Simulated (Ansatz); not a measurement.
Write the native input for Ansatz 0.2.0 that does the following.

```yaml
Task: electron localisation function
Functional: PBE
Potentials_or_basis: Ansatz PAW
Cutoff: "420 eV (not typed: the program's choice for these potentials)"
k_mesh: 3 × 3 × 5
Occupations: fermi-dirac, width 0.05 eV
Spin: collinear spin, ferromagnetic start
Starting_moments: "[0.0, 0.0, 2.0, 2.0, 2.0, 0.0, 0.0, 0.0, 0.0, 0.0, 0.0, 0.0, 0.0, 0.0, 0.0, 0.0, 0.0, 0.0, 0.0, 0.0, 0.0, 0.0] μB"
```

Crystal: Ba2Tl5V3O12.

```
Ba V Tl O
1.0
     6.48991   -6.67692   -0.04765
     6.48991    6.67692   -0.04765
    -1.96739    0.00000    5.75220
Ba V Tl O
2 3 5 12
Direct
  0.47917 0.52083 0.00000
  0.79264 0.20736 0.00000
  0.65694 0.94605 0.25735
  0.05395 0.34306 0.74265
  0.57442 0.42558 0.50000
  0.49835 0.85629 0.63726
  0.14371 0.50165 0.36274
  0.01508 0.98492 0.50000
  0.30964 0.12677 0.21892
  0.87323 0.69036 0.78108
  0.00390 0.26325 0.44275
  0.59719 0.60676 0.67706
  0.91333 0.42820 0.84635
  0.52536 0.79943 0.20594
  0.68766 0.41628 0.31356
  0.09251 0.20316 0.88601
  0.58372 0.31234 0.68644
  0.79684 0.90749 0.11399
  0.57180 0.08667 0.15365
  0.20057 0.47464 0.79406
  0.73675 0.99610 0.55725
  0.39324 0.40281 0.32294
```

The cell was built by a generator and needn't be a form met in nature.

One way to write it, as run:

input.yaml

```yaml
crystal:
  lattice:
    - [6.48991, -6.67692, -0.04765]
    - [6.48991, 6.67692, -0.04765]
    - [-1.96739, 0.0, 5.7522]
  atoms:
    - { symbol: Ba, position: [0.47917, 0.52083, 0.0] }
    - { symbol: Ba, position: [0.79264, 0.20736, 0.0] }
    - { symbol: V, position: [0.65694, 0.94605, 0.25735], spin: 2.0 }
    - { symbol: V, position: [0.05395, 0.34306, 0.74265], spin: 2.0 }
    - { symbol: V, position: [0.57442, 0.42558, 0.5], spin: 2.0 }
    - { symbol: Tl, position: [0.49835, 0.85629, 0.63726] }
    - { symbol: Tl, position: [0.14371, 0.50165, 0.36274] }
    - { symbol: Tl, position: [0.01508, 0.98492, 0.5] }
    - { symbol: Tl, position: [0.30964, 0.12677, 0.21892] }
    - { symbol: Tl, position: [0.87323, 0.69036, 0.78108] }
    - { symbol: O, position: [0.0039, 0.26325, 0.44275] }
    - { symbol: O, position: [0.59719, 0.60676, 0.67706] }
    - { symbol: O, position: [0.91333, 0.4282, 0.84635] }
    - { symbol: O, position: [0.52536, 0.79943, 0.20594] }
    - { symbol: O, position: [0.68766, 0.41628, 0.31356] }
    - { symbol: O, position: [0.09251, 0.20316, 0.88601] }
    - { symbol: O, position: [0.58372, 0.31234, 0.68644] }
    - { symbol: O, position: [0.79684, 0.90749, 0.11399] }
    - { symbol: O, position: [0.5718, 0.08667, 0.15365] }
    - { symbol: O, position: [0.20057, 0.47464, 0.79406] }
    - { symbol: O, position: [0.73675, 0.9961, 0.55725] }
    - { symbol: O, position: [0.39324, 0.40281, 0.32294] }
hamiltonian:
  xc: pbe
  pseudopotentials: { kind: paw }
magnetization:
  spin_polarized: true
kpoints:
  mp_grid: { grid: [3, 3, 5] }
scf:
  occupations: { method: fermi_dirac, width: 0.05 }
output:
  forces: true
  stress: true
  eigenvalues: true
  write_density: true
  write_potential: true
  elf: true
  volumetric_format: npy
```

Potentials or basis: Ansatz PAW.

Launch:

```sh
$ ansatz run input.yaml --threads 8 --pin off --max-ram 20480MiB --backend cpu --events-out ev --progress --plain --runs-dir out
```

It gave:

The pressure is 0.0 GPa. The largest force is 0.005 eV/Å, the band gap on the k mesh is 2.90 eV, indirect (least direct gap 2.95 eV) and the net moment is 0.00 μB per cell. The absolute moment is 0.00 μB per cell.

Caveat: odd divisions of the mesh miss points on the zone boundary, where band edges often lie, so the gap on the mesh can be too wide; the pressure holds a Pulay correction of +0.3 GPa for the finite cutoff; spin-orbit coupling is left out, which as a rule narrows the gap of such compounds by several tenths of an eV; the starting moments weren't kept.

Run time: 71 s on 8 threads of Arm Neoverse V2, on a shared host, peak memory 3.3 GiB.
